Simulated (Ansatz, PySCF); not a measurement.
# OsO2F2 in two programs

OsO2F2 (triplet), relaxed with PySCF 2.14.0, UKS BP86, Os def2-SVP with ECP60, O def2-SVP, F def2-SVP; non-relativistic Hamiltonian with scalar-relativistic core potentials where named; density fitting; no spin-orbit coupling:

```xyz
5

Os    0.0000    0.0000    0.1238
O     0.9718    0.9718    1.1683
O    -0.9718   -0.9718    1.1683
F     0.9070   -0.9070   -1.2629
F    -0.9070    0.9070   -1.2629
```

There the HOMO–LUMO gap over both spins is 0.21 eV. 

The same geometry by Ansatz 0.2.0 (PBE, PAW, a periodic box with 9 Å of vacuum; gaps over both spins; site moments in spheres, but by Gaussian weights under spin-orbit coupling, so that the two can't be compared; unpaired electrons at the start: 2, along z under spin-orbit coupling; the open shells may stand above their lowest state):

| spin-orbit coupling | gap (eV) | spin moment on Os1 (μB) | largest force component (eV/Å) |
| --- | --- | --- | --- |
| without | 0.71 | 0.00 | 3.95 |

(1) What does the run with spin-orbit coupling give?

The spin-orbit runs use fully relativistic datasets of their own, so changes of a few hundredths of an eV needn't come from the coupling.

The two programs differ in functional, so their gaps don't test each other.

Answers

(1) gap (eV): 0.62, spin moment on Os1 (μB): 0.00, largest force component (eV/Å): 4.38. It took 64 s on 2 threads of Intel(R) Xeon(R) Platinum 8375C CPU @ 2.90GHz (Ice Lake), with other jobs on the host, peak memory 2.1 GiB.
